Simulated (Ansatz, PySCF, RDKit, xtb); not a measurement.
# C2H7Sb: a search for the lowest isomer

Only the formula C2H7Sb is given. Aim: find the structure of lowest free energy at 298.15 K, then its properties.

Plan: many cheap relaxations first (GFN2-xTB), then density-functional screening, relaxation at B3LYP-D3(BJ)/def2-SVP, vibrations and a final energy. The numbers are computed, not measured.

6 further runs of the same task are left out: 6 set aside as unsound or not needed.

## Step 1: Candidates

A program enumerates the bonding patterns with one Lewis structure each (two rings at most, one unusual centre or charged pair), with their diastereomers. O–O, O–halogen and N–halogen bonds and N–N–N chains are not drawn. That gives 4 candidates.

```
label              SMILES     spin
 c108       C[CH-][SbH3+]  singlet
 c480        C[CH2][SbH2]  singlet
 c606  [CH2-][SbH2+][CH3]  singlet
 c727     [CH3][SbH][CH3]  singlet
```

Candidates are built by distance geometry, with a force field where one applies, in up to four conformers (letters a to d). 4 starts with atoms placed at random are added, to find patterns that the rules miss.

**Question.** With final energies at CCSD(T)/def2-TZVP, which structure will this search put lowest in free energy, and by what margin?

| quantity | value |
| --- | --- |
| lowest structure found | [CH3][SbH][CH3], singlet, Cs |
| next finalist | C[CH2][SbH2], singlet, 6.1 kcal/mol higher in G |
| share at equilibrium, among the finalists | 100.0 % |
| harmonic wavenumbers, lowest and highest (B3LYP-D3(BJ)/def2-SVP) | 119 and 3161 cm⁻¹ |
| rotational constants, same geometry | 0.2557, 0.1846, 0.1164 cm⁻¹ |
| dipole moment (PBE0/def2-TZVPD) | 0.65 D |
| HOMO energy (PBE0/def2-TZVPD) | -6.75 eV |
| LUMO energy (PBE0/def2-TZVPD) | -0.25 eV |
| HOMO–LUMO gap (PBE0/def2-TZVPD) | 6.50 eV |
| lowest excitation (TD-B3LYP/def2-SVPD) | 5.55 eV (f = 0.119) |
| lowest triplet excitation, same level, Tamm-Dancoff | 4.60 eV |
| vertical ionisation energy | 8.77 eV |
| vertical electron affinity | -0.99 eV (unbound: the value depends on the basis) |
| vertical triplet less singlet | +4.53 eV |

`[CH3][SbH][CH3]` comes out lowest. Among the finalists first place is clear (6.1 kcal/mol); structures outside the list aren't covered. HF/STO-3G, r2SCAN-D4/def2-SVP, B3LYP-D3(BJ)/def2-SVP, HF/def2-TZVP and MP2/def2-TZVP already put its bonding pattern lowest among the structures in one piece; GFN2-xTB favours the singlet C[CH2][SbH2]. Spin-orbit coupling, which matters for elements this heavy, is left out. The search is not exhaustive (a finite list of starts, one conformer a finalist), so a lower isomer can't be ruled out. Patterns outside the rules of the enumeration were met only by chance.
